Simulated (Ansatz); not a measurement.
# Ir: the cost of one run

Method: DFT PBEsol, scalar-relativistic, in Ansatz 0.2.0.

## Step 1: Starting point

The structure is cubic, space group Fm-3m (No. 225). The conventional cell has a = 3.839 Å, b = 3.839 Å, c = 3.839 Å, α = 90.00°, β = 90.00°, γ = 90.00°. Ir (site symmetry m-3m) has 12 Ir at 2.71 Å as nearest neighbours.

Structure file:

```
CELL_PARAMETERS angstrom
0.00000 1.91970 1.91970
1.91970 0.00000 1.91970
1.91970 1.91970 0.00000
ATOMIC_POSITIONS crystal
Ir 0.00000 0.00000 0.00000
```

## Step 2: After the deformation

Space group Fm-3m before, I4/mmm after.

## Step 3: LAPW, all electrons

input.yaml

```yaml
crystal:
  lattice:
    - [0.0, 1.9197, 1.900503]
    - [1.9197, 0.0, 1.900503]
    - [1.9197, 1.9197, 0.0]
  atoms:
    - { symbol: Ir, position: [0.0, 0.0, 0.0] }
kpoints:
  mp_grid: { grid: [15, 15, 15] }
  band_path:
    path:
      - [0.0, 0.0, 0.0]
      - [0.0, 0.5, 0.5]
      - [0.25, 0.75, 0.5]
      - [0.0, 0.5, 0.0]
      - [0.0, 0.0, 0.0]
      - [0.5, 0.5, 0.0]
      - [0.3775380063, 0.6224619937, 0.0]
      - [-0.3775380063, 0.3775380063, 0.0]
      - [0.0, 0.0, 0.0]
    npoints: 5
scf:
  occupations: { method: fermi_dirac, width: 0.05 }
hamiltonian:
  xc: pbesol
  pseudopotentials: { kind: all_electron, lapw: { basis_error: 0.0005 } }
output:
  forces: true
  stress: true
  eigenvalues: true
```

Run with:

```sh
$ ansatz run input.yaml --threads 1 --pin off --max-ram 3072MiB --backend cpu --events-out ev --progress --plain --runs-dir out
```

Q: Estimate wall time and peak memory on 1 thread of Arm Neoverse V1, shared host.

About 41 s, with a peak of 0.56 GiB.
